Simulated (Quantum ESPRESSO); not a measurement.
Crystal: Ti3S2.

```
Ti S
1.0
     2.71311    1.56642    3.23762
    -2.71311    1.56642    3.23762
     0.00000   -3.13283    3.23762
Ti S
3 2
Cartesian
  -0.9107 -1.5555 3.2376
  1.8024 -0.0109 3.2376
  -0.8918 1.5664 3.2376
  0.0000 0.0000 1.6302
  0.0000 0.0000 8.0827
```

The cell comes from a database or a generator and needn't be the stable form of this composition.

| Quantity | Value |
| --- | --- |
| Program | Quantum ESPRESSO 7.5 |
| Task | Hubbard U by linear response |
| Functional | PBE |
| Potentials or basis | GBRV 1.5 PBE |
| Cutoff | 612 eV |
| Density cutoff | 4898 eV |
| k mesh | 4 × 4 × 4 |
| Occupations | cold, width 0.2 eV |
| Spin | no spin polarisation |
| Hubbard terms | Ti d U = 6.0 eV |
| Start of the occupations | default |
| Hubbard projectors | ortho-atomic |
| Mixing beta | 0.3 |
| Most SCF iterations | 120 |
| SCF threshold | 1e-09 Ry |
| q mesh | 2 × 2 × 2 |

Task: What Hubbard parameters does linear response give?

Result: U = 5.06 eV on Ti 3d. The values belong to these projectors, potentials and this ground state, and don't carry over to other codes.

Hubbard U from linear response:
| site | manifold | U (eV) |
| --- | --- | --- |
| 1 | Ti-3d | 5.06 |
| 2 | Ti-3d | 5.06 |
| 3 | Ti-3d | 5.06 |
On the first site the bare response is -1.097 and the screened one -0.166 eV⁻¹.

Eigenvalues of the final occupation matrices:
```
   site  spin  trace               eigenvalues
Ti 1 3d  each   1.26  0.11 0.15 0.17 0.41 0.43
Ti 2 3d  each   1.26  0.11 0.15 0.17 0.41 0.43
Ti 3 3d  each   1.26  0.11 0.15 0.17 0.41 0.43
```

Caveat: the k mesh is coarse (spacing up to 0.37 Å⁻¹), so the values aren't converged; U without spin polarisation on a metal has little footing.
